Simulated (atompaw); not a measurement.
**A PAW (atompaw) potential for germanium, from input to tests**

Aim: build the potential from the settings below, then test how well it stands in for the atom: scattering, ghost states and the plane-wave cutoff that it needs.

Program: atompaw 4.2.0.5. Reference atom: PBE, scalar-relativistic, spherical and spin-unpolarised. All values are calculated.

## (1) Starting point

Typed settings, in words:

```
element                 : germanium (Ge, Z = 32)
type                    : PAW
frozen core             : [Ar] 3d10
valence charge          : 4
reference configuration : 4s2 4p2
partial waves           : 4s (bound): rc 1.55 bohr; 4s channel at 0.95 Ry: rc 2.45 bohr; 4p (bound): rc 2.45 bohr; 4p channel at 0.3 Ry: rc 2.45 bohr; 4d channel at -0.1 Ry: rc 2.45 bohr
local potential         : troulliermartins scheme with l = 3 at 1 Ry, radius 1.60 bohr
core correction         : smooth core density matched at 1.60 bohr
augmentation charge     : sinc compensation charge, radius 1.90 bohr; PAW radius 2.45 bohr; waves and projectors: custom rrkj vanderbiltortho
```

The outer shells as boxes (Hund's rule for the drawing; the calculation is spin-unpolarised):

```
[Ar] core
3d [↑↓][↑↓][↑↓][↑↓][↑↓]
4s [↑↓]
4p [↑ ][↑ ][  ]
```

An earlier all-electron run gives the scale for the radii.

All-electron outer shells of the reference configuration (PBE, scalar-relativistic, ld1.x):

```
shell  level (eV)  outermost node (bohr)  outermost maximum (bohr)
   3p     -115.62                   0.23                      0.54
   3d      -29.31                      –                      0.50
   4s      -11.73                   0.77                      1.75
   4p       -3.90                   0.82                      2.22
```

## (2) Generating the potential

Contents of Ge.input:

```
Ge 32
GGA-PBE scalarrelativistic loggrid 1500 logderivrange -3 5 201
4 4 3 0 0 0
4 1 2
0 0 0
c
c
c
v
c
c
v
c
2
2.45 1.90 1.60 1.60
y
0.95
n
y
0.3
n
y
-0.1
n
custom rrkj vanderbiltortho sinc
3 1 troulliermartins
1.55
2.45
2.45
2.45
2.45
PWSCFOUT
UPFDX 0.0125d0 UPFXMIN -7.d0 UPFZMESH 32.d0
END
```

On the command line:

```console
$ atompaw < Ge.input > Ge.log
```

**Question.** What will these runs give? Wanted: cutoffs for 10 and 1 mRy, occupied levels; bound ghosts; largest phase difference near zero energy, channels read; lowest eigenvalue of the overlap; share of valence orbitals outside the PAW sphere; UPF file.

The runs gave:

| quantity | value |
| --- | --- |
| cutoffs for 10 and 1 mRy, occupied levels | 12 Ry and 30 Ry |
| bound ghosts | s at -38.57 eV |
| largest phase difference near zero energy, channels read | 0.124 rad |
| lowest eigenvalue of the overlap (Bessel basis) | 0.029 (s) |
| share of valence orbitals outside the PAW sphere | 4s 28 %, 4p 57 % |
| UPF file | written |

A bound ghost (s) makes it unfit for use: electrons can fall into a state that the atom doesn't have. By its cutoff, 12 Ry for the looser tolerance, it is soft on the atom at that tolerance. The slowest occupied level is 4s: taken alone it needs 30 Ry to come within 1 mRy, against 10 Ry for 4p. Near zero energy the largest phase difference among the channels read is 0.12 rad, in the d channel. The pseudo curves have a pole with no partner nearby in the atom's: s at -2.83 Ry. All of this concerns the isolated atom, not yet a solid.
